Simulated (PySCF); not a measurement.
# C3H2F3OP: magnetic properties

What do calculations give for the magnetic properties of C3H2F3OP (`O=C=PCC(F)(F)F`)?

Computed with PySCF 2.14.0 and routines of our own; the level stands in each step. Atoms count from 0.

### 1 The system as given

10 atoms, charge 0, multiplicity 1; geometry from: GFN2-xTB.

### 2 Magnetic properties: GIAO HF/pcSseg-1

Job settings and geometry (Å):

```
{"job": {"kind": "mag", "xc": "HF", "basis": "pcSseg-1", "isotopologues": 2}, "charge": 0, "multiplicity": 1}
O      2.854219     0.964548     0.291061
C      2.111116     0.078654     0.263644
P      1.221768    -1.310961     0.325694
C     -0.295364    -0.626166    -0.575777
C     -1.033390     0.376475     0.279868
F     -1.356143    -0.115276     1.481583
F     -0.316893     1.489177     0.497980
F     -2.180448     0.771624    -0.295093
H     -0.028691    -0.157549    -1.524080
H     -0.967291    -1.465871    -0.767408
```

With the program's defaults for keys left out, this is: GIAO HF/pcSseg-1 magnetisability, rotational g tensor and spin-rotation constants, non-relativistic, gas phase.

Command:

```
$ OMP_NUM_THREADS=1 python excited_run.py task.json out
```

The driver reads the jobs from task.json and runs them one after another.

Output:

```text
final grid: 102320 points
cycle   1  E = -828.3090521932  dE =  1.719e+00  |g| = 1.113e+00  |ddm| = 2.911e+00
cycle   2  E = -828.4643154992  dE = -1.553e-01  |g| = 8.092e-01  |ddm| = 1.026e+00
cycle   3  E = -828.5735764020  dE = -1.093e-01  |g| = 1.162e-01  |ddm| = 4.241e-01
cycle   4  E = -828.5767612984  dE = -3.185e-03  |g| = 5.266e-02  |ddm| = 1.021e-01
cycle   5  E = -828.5775664417  dE = -8.051e-04  |g| = 1.289e-02  |ddm| = 5.697e-02
cycle   6  E = -828.5776599587  dE = -9.352e-05  |g| = 5.249e-03  |ddm| = 1.918e-02
cycle   7  E = -828.5776910344  dE = -3.108e-05  |g| = 2.361e-03  |ddm| = 1.305e-02
cycle   8  E = -828.5776991268  dE = -8.092e-06  |g| = 1.122e-03  |ddm| = 7.427e-03
cycle   9  E = -828.5777007146  dE = -1.588e-06  |g| = 3.450e-04  |ddm| = 4.052e-03
cycle  10  E = -828.5777008504  dE = -1.358e-07  |g| = 1.348e-04  |ddm| = 1.181e-03
cycle  11  E = -828.5777008631  dE = -1.271e-08  |g| = 3.524e-05  |ddm| = 4.066e-04
cycle  12  E = -828.5777008641  dE = -9.954e-10  |g| = 1.551e-05  |ddm| = 1.196e-04
converged SCF energy = -828.5777008641

Magnetisability tensor (1e-30 J/T^2)
    -1270.08      -20.68      -56.40
      -20.68    -1135.62       -2.05
      -56.40       -2.05    -1128.00
isotropic -1177.90   principal values   -1292.35  -1133.93  -1107.42
isotropic susceptibility -70.935 1e-6 cm^3/mol

Inertial axes            a          b          c
rot. const./GHz      2.9846     1.1888     1.0126
chi total           -75.741    -69.082    -67.981
chi diamagnetic    -456.722   -983.349  -1136.046
chi paramagnetic    380.981    914.267   1068.065
quadrupole/D A       -4.715      0.551      4.164
g nuclear            0.5108     0.4958     0.4940
g electronic        -0.5342    -0.5106    -0.5081
g total             -0.0234    -0.0148    -0.0141

Spin-rotation constants (kHz, H = +C I.J)
atom  isotope        aa         bb         cc
  2    31P        1.921      1.411      0.962
  5    19F        3.265      1.415      0.782
  6    19F        3.957      0.757      1.045
  7    19F        2.145      1.307      1.342
  8     1H       -0.337     -0.098     -0.001
  9     1H       -0.262     -0.012     -0.116
  0    17O*      -1.010     -0.528     -0.522
  1    13C*       1.399      0.333      0.594
  3    13C*       0.429      0.137      0.141
  4    13C*       0.819      0.331      0.277
* in the singly substituted isotopologue

Isotopologues: g along a, b, c
2H    at 8,9               -0.0225    -0.0147    -0.0140
18O   at 0                 -0.0227    -0.0144    -0.0137
```

Run time: 14 s. Hardware: 1 thread of Arm Neoverse V1, shared host; peak memory 0.77 GiB.

Key values:

| quantity | value |
| --- | --- |
| magnetisability | -1178·10⁻³⁰ J/T² |
| molar susceptibility | -70.9·10⁻⁶ cm³/mol |
| rotational g (a, b, c) | -0.0234, -0.0148, -0.0141 |

The fields below are evaluated on a grid from the run's orbitals.

Frontier orbitals at HF/pcSseg-1, with the share of their density that lies nearest to each atom:

| orbital | energy (eV) | lies on |
| --- | --- | --- |
| HOMO | -9.51 | P2 60 %; C1 20 %; O0 13 % |
| LUMO | 1.56 | C1 41 %; P2 20 %; O0 19 % |

ELF in a plane through or near 6 of the atoms.

Ten even steps from ' ' (0.00) to '@' (0.99):
```
                                                        
                                                        
                                                        
                          ..::::..                      
            ....        ::++****==                      
        ..--++++--..  ..**%%%%%%++    ..::              
        --##%%%%++::  ..##%%--##==  ::++++--            
      ..**%%####**==..  ++%%##%%++==**%%%%++..          
      ::**%%--++%%**==    ::--==::**##%%%%**..          
      ::++####%%....++..  ..++%%==++**##%%++..          
        ::--++++..==##::--++**@@@@--::==++--            
            ::++%%%%**--##++--::++::                    
            ..==####**==##**..::@@%%--                  
            ::==######++======@@@@@@@@++                
            ::**%%%%%%**::..::%%@@@@@@++                
            ..++##%%##++..    ++@@@@**..                
              ..==**++--        ::::                    
                    ..                                  
                                                        
                                                        
```
The map spans 11.0 Å across and 8.4 Å up, centred on the molecule. Atoms in the plane (x, y in Å): O0 (-2.9, 0.8), C1 (-2.1, 0.1), C3 (0.4, -0.8), C4 (1.0, 0.5), F6 (0.2, 1.6), H9 (1.1, -1.6).

On the surface of density 0.002 e/bohr³ the electrostatic potential runs, from the 1st to the 99th percentile, from -0.66 V near O0 to 1.74 V near C1.

### 3 Magnetic properties: GIAO BHandHLYP/3-21G

The job, as its differences from that of step 2:

```diff
@@ -1,2 +1,2 @@
-{"job": {"kind": "mag", "xc": "HF", "basis": "pcSseg-1", "isotopologues": 2}, "charge": 0, "multiplicity": 1}
+{"job": {"kind": "mag", "xc": "BHandHLYP", "basis": "3-21G", "scf": {"conv": 1e-07, "aux": "def2-qzvpp-jkfit"}}, "charge": 0, "multiplicity": 1}
 O      2.854219     0.964548     0.291061
```

Level: GIAO BHandHLYP/3-21G magnetisability, rotational g tensor and spin-rotation constants, non-relativistic, gas phase.

Output:

```text
final grid: 102320 points
cycle   1  E = -826.7233120317  dE =  1.190e+00  |g| = 1.066e+00  |ddm| = 3.461e+00
cycle   2  E = -826.5473111268  dE =  1.760e-01  |g| = 1.540e+00  |ddm| = 1.853e+00
cycle   3  E = -826.9507421119  dE = -4.034e-01  |g| = 2.743e-01  |ddm| = 1.040e+00
cycle   4  E = -826.9657870725  dE = -1.504e-02  |g| = 4.543e-02  |ddm| = 2.395e-01
cycle   5  E = -826.9662438714  dE = -4.568e-04  |g| = 1.255e-02  |ddm| = 5.671e-02
cycle   6  E = -826.9662837908  dE = -3.992e-05  |g| = 4.736e-03  |ddm| = 1.837e-02
cycle   7  E = -826.9662929473  dE = -9.157e-06  |g| = 1.434e-03  |ddm| = 8.710e-03
cycle   8  E = -826.9662940391  dE = -1.092e-06  |g| = 4.729e-04  |ddm| = 2.813e-03
cycle   9  E = -826.9662941972  dE = -1.580e-07  |g| = 2.043e-04  |ddm| = 1.241e-03
cycle  10  E = -826.9662942181  dE = -2.093e-08  |g| = 4.190e-05  |ddm| = 4.574e-04
converged SCF energy = -826.9662942181

Magnetisability tensor (1e-30 J/T^2)
    -1269.56       -9.93      -43.04
       -9.93    -1160.74       -8.52
      -43.04       -8.52    -1151.15
isotropic -1193.82   principal values   -1284.73  -1160.64  -1136.09
isotropic susceptibility -71.893 1e-6 cm^3/mol

Inertial axes            a          b          c
rot. const./GHz      2.9846     1.1888     1.0126
chi total           -75.998    -70.329    -69.353
chi diamagnetic    -455.318   -980.366  -1133.707
chi paramagnetic    379.321    910.037   1064.354
quadrupole/D A       -3.292     -0.707      3.999
g nuclear            0.5108     0.4958     0.4940
g electronic        -0.5319    -0.5082    -0.5063
g total             -0.0211    -0.0124    -0.0123

Spin-rotation constants (kHz, H = +C I.J)
atom  isotope        aa         bb         cc
  2    31P        1.716      1.100      0.769
  5    19F        2.727      1.234      0.754
  6    19F        3.321      0.694      0.893
  7    19F        2.072      1.004      1.133
  8     1H       -0.362     -0.109     -0.007
  9     1H       -0.286     -0.022     -0.124
  0    17O*      -0.942     -0.454     -0.476
  1    13C*       1.131      0.286      0.484
  3    13C*       0.342      0.111      0.114
  4    13C*       0.763      0.308      0.255
* in the singly substituted isotopologue
```

Wall time 7.6 s (1 thread of Arm Neoverse V1, shared host); peak memory 0.56 GiB.

Key values:

| quantity | value |
| --- | --- |
| magnetisability | -1194·10⁻³⁰ J/T² |
| molar susceptibility | -71.9·10⁻⁶ cm³/mol |
| rotational g (a, b, c) | -0.0211, -0.0124, -0.0123 |

### 4 Magnetic properties side by side

| level | ξ (10⁻³⁰ J/T²) | g(a) | g(b) | gap (eV) | functions | time |
| --- | --- | --- | --- | --- | --- | --- |
| GIAO HF/pcSseg-1 | -1178 | -0.0234 | -0.0148 | 11.08 | 153 | 14 s |
| GIAO BHandHLYP/3-21G | -1194 | -0.0211 | -0.0124 | 6.97 | 80 | 7.6 s |

### 5 Outcome

```
                                         quantity                      value
       magnetisability (step 2, GIAO HF/pcSseg-1)           -1178·10⁻³⁰ J/T²
  molar susceptibility (step 2, GIAO HF/pcSseg-1)         -70.9·10⁻⁶ cm³/mol
rotational g (a, b, c) (step 2, GIAO HF/pcSseg-1)  -0.0234, -0.0148, -0.0141
            surface potential, 1st and 99th percentile         -0.66 V and 1.74 V
                  magnetisability over the levels  -1194 to -1178·10⁻³⁰ J/T²
```

**Reading.** The magnetisability spreads by 1.3 % over 2 levels, from GIAO BHandHLYP/3-21G (7.6 s) to GIAO HF/pcSseg-1 (14 s); the runs took 7.6 s to 14 s. Two levels can agree by chance, so this spread shows no convergence. Vibrational averaging and real surroundings are missing from these values.
